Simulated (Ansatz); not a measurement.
What does this script print? It uses Ansatz 0.2.0, Python API.

Input file `rbba3.xyz`:
```text
4
Lattice="0.0 5.181155 5.181155 5.181155 0.0 5.181155 5.181155 5.181155 0.0" Properties=species:S:1:pos:R:3 pbc="T T T"
Rb    0.00000000    0.00000000    0.00000000
Ba    2.59057750    2.59057750    2.59057750
Ba    7.77173250    7.77173250    7.77173250
Ba    5.18115500    5.18115500    5.18115500
```

The script, `rbba3.py`:
```python
import logging
import sys

import ansatz as az

logging.basicConfig(stream=sys.stdout, format="%(levelname)s:%(name)s:%(message)s")
logger = logging.getLogger("run")
logger.setLevel(logging.INFO)

rbba3 = az.Crystal.from_extxyz("rbba3.xyz")

mesh = (4, 4, 4)
rows = []
for repeats in [(1, 1, 1), (2, 1, 1)]:
    base = rbba3.supercell(*repeats).calculation()
    base = base.pseudopotentials("nc")
    base = base.scf(tolerance=1e-08, max_iterations=100)
    base = base.occupations(az.OccupationsMethod.COLD, width=0.15)
    base = base.functional(az.Functional.R2SCAN)
    base = base.kpoints(*(k // n for k, n in zip(mesh, repeats)))
    summary = base.run(threads=1, pin="off").report
    n = len(summary["lattice"]["sites"])
    rows.append((repeats, n, summary["free_energy_ev"] / n, summary["fermi_energy_ev"], summary["n_kpoints"], summary["n_symmetry_ops"]))
lines = [",".join(["repeats", "atoms", "F/atom eV", "Fermi level eV", "k-points", "symmetry operations"])] + [",".join(f"{v:.4f}" if isinstance(v, float) else str(v) for v in row) for row in rows]
print("\n".join(lines))
with open("fold.csv", "w") as handle:
    handle.write("\n".join(lines) + "\n")
```

Running `python rbba3.py` prints:
```text
DeckWarning: basis.ecutwfc = 840 eV, auto-derived from the records' recommended cutoffs: set by Rb (normal level)
repeats,atoms,F/atom eV,Fermi level eV,k-points,symmetry operations
(1, 1, 1),4,-1040.4193,4.6613,8,48
(2, 1, 1),8,-1040.4193,4.6613,8,24
```
(Warnings from the package without file and line.)

Notes:
- These settings explore the input space; cutoff and mesh may be short of convergence.
- Such functionals run on norm-conserving files made under PBE, which can move pressures by some GPa.
- The mesh is modest for a metal, so energies can be off by several to tens of meV an atom and pressures by half a GPa or more; differences at equal mesh fare better.
- This cell is a computed structure, which may not be the phase found in nature.
- The count of operations in a supercell holds its pure translations too, and an uneven repeat can lower the point group.
- It ran for 90 s on 1 thread of Arm Neoverse V1 (shared host), peak memory 1.6 GiB.
